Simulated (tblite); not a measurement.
**GFN1-xTB run of C2H4F2N (SMILES NC[C](F)F)**

Aim: the electronic atomisation energy of C2H4F2N at GFN1-xTB, from 5 runs. 

The results are computed with tblite 0.8.0.

15 further runs of the same task are left out: 15 set aside as unsound or not needed.

### 1 Starting point

The species is C2H4F2N (9 atoms), meant as a doublet with charge 0. As SMILES, `NC[C](F)F`. Geometry: optimised at GFN1-xTB. This is one conformer, not always the lowest.

Bond lengths: N1–C2 1.453 Å, C2–C3 1.497 Å, C3–F4 1.338 Å, C3–F5 1.337 Å, N1–H6 1.015 Å, N1–H7 1.014 Å, C2–H8 1.105 Å, C2–H9 1.093 Å. Some angles: N1–C2–C3 109.3°, C2–C3–F4 114.0°, C2–C3–F5 113.7°, F4–C3–F5 109.4°, N1–C2–H8 111.6°, N1–C2–H9 109.8°, C3–C2–H8 108.5°, C3–C2–H9 108.9°, C2–N1–H6 108.8°, C2–N1–H7 109.2°.

### 2 The harmonic vibrations at GFN1-xTB

Input file input.xyz:

```xyz
9
start geometry
N      0.233602     0.845758     0.991885
C     -0.401890     0.246302    -0.169146
C      0.615404    -0.533027    -0.943897
F      1.245510    -1.470822    -0.226675
F      0.134129    -1.079973    -2.064559
H      0.681138     0.113574     1.533520
H     -0.474329     1.285637     1.568580
H     -1.220868    -0.436856     0.121480
H     -0.812696     1.029408    -0.811200
```

Input file xtb_job.py:

```python
"""GFN1-xTB harmonic vibrations"""
import json
import numpy as np
from tblite.interface import Calculator
from tblite.interface import symbols_to_numbers
from ase.data import atomic_masses

symbols = list(map(str, np.loadtxt("input.xyz", skiprows=2, usecols=0, dtype=str, ndmin=1)))
numbers = np.array(symbols_to_numbers(symbols))
positions = np.loadtxt("input.xyz", skiprows=2, usecols=(1, 2, 3), ndmin=2) / 0.52917721

tb = Calculator("GFN1-xTB", numbers, positions, charge=0, uhf=1)
tb.set("verbosity", 0)
tb.set("accuracy", 0.01)
tb.add("spin-polarization", 1.0)
wfn = tb.singlepoint()
h = 0.005  # bohr
n = positions.size
H, D = np.zeros((n, n)), np.zeros((n, 3))
for a in range(n):
    g, d = [], []
    for sign in (1, -1):
        x = positions.ravel().copy()
        x[a] += sign * h
        tb.update(x.reshape(-1, 3))
        y = tb.singlepoint()
        g.append(y.get('gradient').ravel())
        d.append(y.get('dipole'))
    H[a], D[a] = (g[0] - g[1]) / (2 * h), (d[0] - d[1]) / (2 * h)
mass = np.repeat(atomic_masses[numbers], 3)
H = (H + H.T) / 2 / np.sqrt(np.outer(mass, mass))
# project out translations and rotations
com = positions - atomic_masses[numbers] @ positions / atomic_masses[numbers].sum()
T = [np.tile(v, len(numbers)) for v in np.eye(3)] + [np.cross(com, v).ravel() for v in np.eye(3)]
U, sv, _ = np.linalg.svd((np.array(T) * np.sqrt(mass)).T)
Q = U[:, (sv > 1e-3 * sv.max()).sum():]
w, V = np.linalg.eigh(Q.T @ H @ Q)
freq = np.sign(w) * np.sqrt(np.abs(w)) * 5140.487
inten = (((Q @ V).T / np.sqrt(mass)) @ D) ** 2
inten = inten.sum(axis=1) * 974.88
print(f"E = {wfn.get('energy'):.8f} Eh, max gradient {np.abs(wfn.get('gradient')).max():.2e} Eh/bohr")
print("mode   frequency/cm^-1   IR/(km/mol)")
for i, (v, s) in enumerate(zip(freq, inten), 1):
    print(f"{i:4d} {v:14.2f} {s:14.3f}")
zpe = freq[freq > 0].sum() / 2 / 219474.63
print(f"imaginary modes: {(freq < -10).sum()}, zero-point energy {zpe:.6f} Eh = {zpe * 627.5095:.4f} kcal/mol")
out = {k: np.asarray(wfn.get(k)).tolist() for k in ("energy", "gradient", "charges", "dipole", "orbital-energies", "orbital-occupations")}
out.update(symbols=symbols, positions=(positions * 0.529177210903).tolist(), frequencies=freq.tolist(), intensities=inten.tolist(), zpe=zpe)
json.dump(out, open("results.json", "w"))
```

On the command line:

```bash
$ python xtb_job.py
```

The log of the run:

```text
E = -19.80515540 Eh, max gradient 2.92e-05 Eh/bohr
mode   frequency/cm^-1   IR/(km/mol)
   1          68.23          7.212
   2         184.75         35.907
   3         253.93         48.944
   4         387.59          3.955
   5         412.46          3.263
   6         513.75         10.580
   7         844.25         41.137
   8         872.60        173.077
   9        1029.69         57.408
  10        1063.03         33.722
  11        1123.35        107.672
  12        1180.51        136.177
  13        1209.51         81.633
  14        1229.67        129.205
  15        1342.37         22.516
  16        1424.13          6.695
  17        1557.24         91.393
  18        2860.93         23.494
  19        3041.72          8.936
  20        3428.84          9.067
  21        3508.61          0.085
imaginary modes: 0, zero-point energy 0.062734 Eh = 39.3663 kcal/mol
```

Wall time 1 s (1 thread of Intel Xeon at 2.50GHz (Skylake/Cascade Lake), shared host).

### 3 The C atom: a single-point energy at GFN1-xTB

Input file run.py:

```python
"""GFN1-xTB single point"""
import json
import numpy as np
from tblite.interface import Calculator

symbols = ["C"]
numbers = np.array([6])
positions = np.array([
    [0.000000, 0.000000, 0.000000],
]) / 0.52917721

tb = Calculator("GFN1-xTB", numbers, positions, charge=0, uhf=2)
tb.set("accuracy", 0.1)
tb.add("spin-polarization", 1.0)
sp = tb.singlepoint()

print(f"total energy: {sp.get('energy') * 27.211386:.8f} eV")
eps = np.atleast_2d(sp.get("orbital-energies")) * 27.211386
occ = np.atleast_2d(sp.get("orbital-occupations"))
filled = occ.sum(axis=0) if eps.shape[0] == 1 else occ[0]
homo = np.nonzero(filled > 0.5)[0].max()
print("  MO   occupation   energy/eV")
for i in range(max(0, homo - 4), min(eps.shape[1], homo + 5)):
    print(f"{i + 1:4d} {filled[i]:10.4f} {eps[0, i]:12.4f}")
mu = sp.get("dipole") * 2.541746
print(f"dipole: {np.linalg.norm(mu):.4f} D, components " + " ".join(f"{c:.4f}" for c in mu))
q = sp.get("charges")
print("Charges:", " ".join(f"{s}{i + 1}={c:+.4f}" for i, (s, c) in enumerate(zip(symbols, q))))
out = {k: np.asarray(sp.get(k)).tolist() for k in ("energy", "gradient", "charges", "dipole", "orbital-energies", "orbital-occupations")}
out.update(symbols=symbols, positions=(positions * 0.529177210903).tolist())
json.dump(out, open("results.json", "w"))
```

Run the same way, it converges to -1.78467 Eh (log not shown).

### 4 The F atom: the energy at GFN1-xTB

Input file script.py:

```python
# GFN1-xTB single point with ASE
import json
import numpy as np
from ase import Atoms
from ase.units import Bohr
from tblite.ase import TBLite
from ase.units import kcal, mol as mol_
from ase.units import Debye

atoms = Atoms(["F"], positions=Bohr * np.array([
    [0.000000, 0.000000, 0.000000],
]))
start = atoms.get_positions()

atoms.calc = TBLite(
    method="GFN1-xTB",
    charge=0,
    multiplicity=2,
    accuracy=0.1,
    spin_polarization=1.0,
)
print(f"E: {atoms.get_potential_energy() / (kcal / mol_):.6f} kcal/mol")
print(f"Dipole: {np.linalg.norm(atoms.get_dipole_moment()) / Debye:.4f} D")
print("Charges:", np.round(atoms.get_charges(), 4))
json.dump(dict(energy=atoms.get_potential_energy(), forces=atoms.get_forces().tolist(), dipole=atoms.get_dipole_moment().tolist(), charges=atoms.get_charges().tolist(),
               symbols=atoms.get_chemical_symbols(), start=start.tolist(), final=atoms.positions.tolist()), open("results.json", "w"))
```

On the command line:

```bash
$ python script.py
```

The log of the run:

```text
------------------------------------------------------------
  cycle        total energy    energy error   density error
------------------------------------------------------------
      1     -5.011907353187  -5.0119074E+00   5.0000000E-01
      2     -5.011907353187   0.0000000E+00   3.0000000E-01
      3     -5.011907353187   0.0000000E+00   1.7998200E-05
      4     -5.011907353187   0.0000000E+00   1.3988810E-14
------------------------------------------------------------

 total:                                   0.001 sec
E: -3145.019346 kcal/mol
Dipole: 0.0000 D
Charges: [0.]
```

Run time: 0.41 s. Hardware: 1 thread of Intel Xeon at 2.50GHz (Skylake/Cascade Lake), shared host.

### 5 The H atom: a single-point energy at GFN1-xTB

Input file xtb_job.py:

```python
import json
import numpy as np
from tblite.interface import Calculator

symbols = ["H"]
numbers = np.array([1])
positions = np.array([  # bohr
    [0.000000, 0.000000, 0.000000],
])

xtb = Calculator("GFN1-xTB", numbers, positions, charge=0, uhf=1)
xtb.set("verbosity", 0)
xtb.set("accuracy", 0.1)
xtb.add("spin-polarization", 1.0)
result = xtb.singlepoint()

print(f"Energy: {result.get('energy'):.8f} Eh")
eps = np.atleast_2d(result.get("orbital-energies")) * 27.211386
occ = np.atleast_2d(result.get("orbital-occupations"))
filled = occ.sum(axis=0) if eps.shape[0] == 1 else occ[0]
homo = np.nonzero(filled > 0.5)[0].max()
print(f"HOMO {eps[0, homo]:.4f} eV")
if homo + 1 < eps.shape[1]:
    print(f"LUMO {eps[0, homo + 1]:.4f} eV, gap {eps[0, homo + 1] - eps[0, homo]:.4f} eV")
mu = result.get("dipole") * 2.541746
print(f"Dipole moment: {np.linalg.norm(mu):.4f} D, components " + " ".join(f"{c:.4f}" for c in mu))
q = result.get("charges")
print("Charges:", " ".join(f"{s}{i + 1}={c:+.4f}" for i, (s, c) in enumerate(zip(symbols, q))))
out = {k: np.asarray(result.get(k)).tolist() for k in ("energy", "gradient", "charges", "dipole", "orbital-energies", "orbital-occupations")}
out.update(symbols=symbols, positions=(positions * 0.529177210903).tolist())
json.dump(out, open("results.json", "w"))
```

On the command line:

```bash
$ python xtb_job.py
```

The log of the run:

```text
Energy: -0.43724197 Eh
HOMO -12.8725 eV
LUMO -4.1209 eV, gap 8.7516 eV
Dipole moment: 0.0000 D, components 0.0000 0.0000 0.0000
Charges: H1=+0.0000
```

Wall time 0.33 s (1 thread of Intel Xeon at 2.50GHz (Skylake/Cascade Lake), shared host).

### 6 The N atom: the energy at GFN1-xTB

Input file geom.xyz:

```xyz
1

N      0.000000     0.000000     0.000000
```

Input file xtb_job.py:

```python
import json
import numpy as np
from tblite.interface import Calculator
from tblite.interface import symbols_to_numbers

symbols = list(map(str, np.loadtxt("geom.xyz", skiprows=2, usecols=0, dtype=str, ndmin=1)))
numbers = np.array(symbols_to_numbers(symbols))
positions = np.loadtxt("geom.xyz", skiprows=2, usecols=(1, 2, 3), ndmin=2) / 0.529177210903

calc = Calculator("GFN1-xTB", numbers, positions, charge=0, uhf=3)
calc.set("verbosity", 0)
calc.set("accuracy", 0.1)
calc.add("spin-polarization", 1.0)
wfn = calc.singlepoint()

print(f"total energy: {wfn.get('energy') * 2625.4996:.8f} kJ/mol")
eps = np.atleast_2d(wfn.get("orbital-energies")) * 27.211386
occ = np.atleast_2d(wfn.get("orbital-occupations"))
filled = occ.sum(axis=0) if eps.shape[0] == 1 else occ[0]
homo = np.nonzero(filled > 0.5)[0].max()
print(f"HOMO {eps[0, homo]:.4f} eV")
if homo + 1 < eps.shape[1]:
    print(f"LUMO {eps[0, homo + 1]:.4f} eV, gap {eps[0, homo + 1] - eps[0, homo]:.4f} eV")
mu = wfn.get("dipole") * 2.541746
print(f"|mu|: {np.linalg.norm(mu):.4f} D, components " + " ".join(f"{c:.4f}" for c in mu))
q = wfn.get("charges")
print("Charges:", " ".join(f"{s}{i + 1}={c:+.4f}" for i, (s, c) in enumerate(zip(symbols, q))))
out = {k: np.asarray(wfn.get(k)).tolist() for k in ("energy", "gradient", "charges", "dipole", "orbital-energies", "orbital-occupations")}
out.update(symbols=symbols, positions=(positions * 0.529177210903).tolist())
json.dump(out, open("results.json", "w"))
```

Run the same way, it converges to -3.00978 Eh (log not shown).

### 7 Results

Level: GFN1-xTB.

```
                                       quantity         value
                         molecule: total energy  -19.80516 Eh
                        molecule: dipole moment        3.10 D
molecule: HOMO energy (as the program lists it)     -10.40 eV
molecule: LUMO energy (as the program lists it)      -3.62 eV
             molecule: largest force on an atom    0.002 eV/Å
           molecule: lowest harmonic wavenumber       68 cm⁻¹
          molecule: highest harmonic wavenumber     3509 cm⁻¹
                    molecule: zero-point energy  164.7 kJ/mol
                           C atom: total energy   -1.78467 Eh
                          C atom: dipole moment        0.00 D
  C atom: HOMO energy (as the program lists it)     -11.29 eV
               C atom: largest force on an atom    0.000 eV/Å
                           F atom: total energy   -5.01191 Eh
                          F atom: dipole moment        0.00 D
               F atom: largest force on an atom    0.000 eV/Å
                           H atom: total energy   -0.43724 Eh
                          H atom: dipole moment        0.00 D
  H atom: HOMO energy (as the program lists it)     -12.87 eV
               H atom: largest force on an atom    0.000 eV/Å
                           N atom: total energy   -3.00978 Eh
                          N atom: dipole moment        0.00 D
  N atom: HOMO energy (as the program lists it)     -14.97 eV
               N atom: largest force on an atom    0.000 eV/Å
                  electronic atomisation energy     39.545 eV
```

**Reading.** Taking the molecule apart into free atoms costs 39.54 eV (912 kcal/mol), before zero-point energy and without spin-orbit coupling. Tight-binding and semi-empirical models aren't fitted to free atoms, so this value can be far from the true one. All 21 modes (molecule) are real, so the shape is a minimum at this level.
